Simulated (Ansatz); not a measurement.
# H2In: the cost of one run

Computed with Ansatz 0.2.0, Gaussian basis. Level: the settings change from run to run.

21 further runs of the same task are left out: 15 that didn't finish, 6 set aside as unsound or not needed.

**1. What is computed**

The geometry derives from a PBE0/def2-TZVP stationary point (not a proven minimum). One bond is set to the value named and the two fragments are kept rigid. No spin-orbit coupling is included. Elements past krypton take def2 core potentials.

3 atoms, charge 1, spin multiplicity 3.

Atoms are counted from 1 here; the program's logs count them from 0.

Bond lengths: In1–H2 1.966 Å, In1–H3 1.966 Å. Angles: H2–In1–H3 71.1°.

**2. CCSDT/def2-TZVP**

Contents of in.yaml:

```yaml
crystal:
  periodic: [false, false, false]
  atoms:
    - {symbol: In, position_ang: [0.000000, 0.000000, -0.027604]}
    - {symbol: H, position_ang: [0.000000, 1.143293, 1.572214]}
    - {symbol: H, position_ang: [0.000000, -1.143293, 1.572214]}
basis:
  gaussian: {orbitals: def2-TZVP}
total_charge: 1
magnetization: {spin_polarized: false, initial_magnetization: 2}
hamiltonian: {xc: {name: PBE0}}
correlation: {method: ccsdt, electrons: outside_noble_gas}
```

Command:

```bash
> ansatz run in.yaml --threads 1 --pin off --events-out ev --progress --plain --max-ram 2393MiB
```

**Question.** How long does this run take on 1 thread of Arm Neoverse V2, shared host, and how much memory does it need?

About 9 s, with a peak of 0.31 GiB.
